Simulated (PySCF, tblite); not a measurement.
**C6H13NSSi: geometry, infrared bands and NMR shifts**

What infrared bands and NMR shifts should C6H13NSSi (`CN[C@@H]1C[C@@]12C[C@@H]2S[SiH3]`) show?

Programs: tblite 0.8.0 and PySCF 2.14.0, with density-fitted response routines of our own. Each step states its level of theory. These are calculated values for one molecule in the gas phase, unless marked as measured. Atoms count from 0, in the outputs and in this text.

### 1 The starting structure

22 atoms, charge 0, multiplicity 1; geometry from: force field or distance geometry start.

Bonds of the start (Å): C0–N1 1.45, N1–C2 1.46, C2–C3 1.53, C3–C4 1.43, C4–C5 1.42, C5–C6 1.53, C6–S7 1.83, S7–Si8 2.14, C4–C2 1.42, C6–C4 1.43, C0–H9 1.11, C0–H10 1.11, C0–H11 1.12, N1–H12 1.03, C2–H13 1.12, C3–H14 1.11, C3–H15 1.10, C5–H16 1.11, C5–H17 1.12, C6–H18 1.11, Si8–H19 1.47, Si8–H20 1.46, Si8–H21 1.48.

### 2 Optimising the geometry with GFN2-xTB

The job: settings as JSON, then the geometry in Å.

```
{"job": {"kind": "relax", "xc": "GFN2-xTB", "basis": "xTB"}, "charge": 0, "multiplicity": 1}
C     -3.567200    -0.097000     0.136000
N     -2.327500    -0.155300    -0.609700
C     -1.257700    -0.148300     0.382800
C     -0.314100     1.059900     0.410000
C      0.130300    -0.268000     0.117500
C      1.153700    -1.147400     0.571000
C      0.933400    -0.849700    -0.916200
S      2.404900    -0.036600    -1.629100
Si     3.651400     0.633800    -0.017700
H     -3.667600    -1.057200     0.689400
H     -4.445600     0.077100    -0.522000
H     -3.510400     0.721300     0.898300
H     -2.290700     0.699500    -1.191100
H     -1.621400    -0.389100     1.409800
H     -0.104100     1.529300     1.398000
H     -0.583400     1.796100    -0.364600
H      2.126700    -0.832500     1.007600
H      0.879000    -2.200800     0.841500
H      0.581900    -1.727200    -1.501100
H      4.127600    -0.483200     0.816600
H      4.822900     1.377200    -0.485600
H      2.867300     1.517600     0.880300
```

On the command line:

```sh
$ OMP_NUM_THREADS=1 python probes_run.py task.json out
```

This one command runs all jobs of the session in turn.

**Question.** This job is followed by: GFN2-xTB harmonic vibrations, gas phase; GIAO PBE0/pcSseg-1 NMR shielding, non-relativistic, gas phase. What will the session give for the following? strongest single infrared mode (GFN2-xTB); zero-point energy (GFN2-xTB); 13C shifts against TMS (PBE0/pcSseg-1); 1H shifts against TMS (PBE0/pcSseg-1, means over atoms taken as alike); 15N shifts against NH3 (PBE0/pcSseg-1); 33S shifts against CS2 (PBE0/pcSseg-1); 29Si shifts against TMS (PBE0/pcSseg-1).

As calculated:

| quantity | value |
| --- | --- |
| strongest single infrared mode (GFN2-xTB) | 775 cm⁻¹, 472 km/mol |
| zero-point energy (GFN2-xTB) | 108.9 kcal/mol |
| 13C shifts against TMS (PBE0/pcSseg-1) | 45.1, 38.1, 23.3, 20.4, 15.5, 14.9 ppm |
| 1H shifts against TMS (PBE0/pcSseg-1, means over atoms taken as alike) | 4.41, 2.60, 2.45, 2.31, 1.29, 0.90, 0.78, 0.53, -0.46 ppm |
| 15N shifts against NH3 (PBE0/pcSseg-1) | 49.7 ppm |
| 33S shifts against CS2 (PBE0/pcSseg-1) | -175 ppm |
| 29Si shifts against TMS (PBE0/pcSseg-1) | -65.3 ppm |

The optimisation took 167 steps and gained 1.162 eV; among the close pairs (by a distance rule), C4–C5 changed most, from 1.424 to 1.483 Å. No mode is imaginary among the 60: a minimum at this level. The strongest single mode, at 775 cm⁻¹, is carried by H19, H20, H21. Unscaled tight-binding wavenumbers are off by several per cent, some by more. Its intensities can rank the bands wrongly. At PBE0/pcSseg-1: The largest span, 401 ppm, is at S7, where the paramagnetic term is -380 ppm.
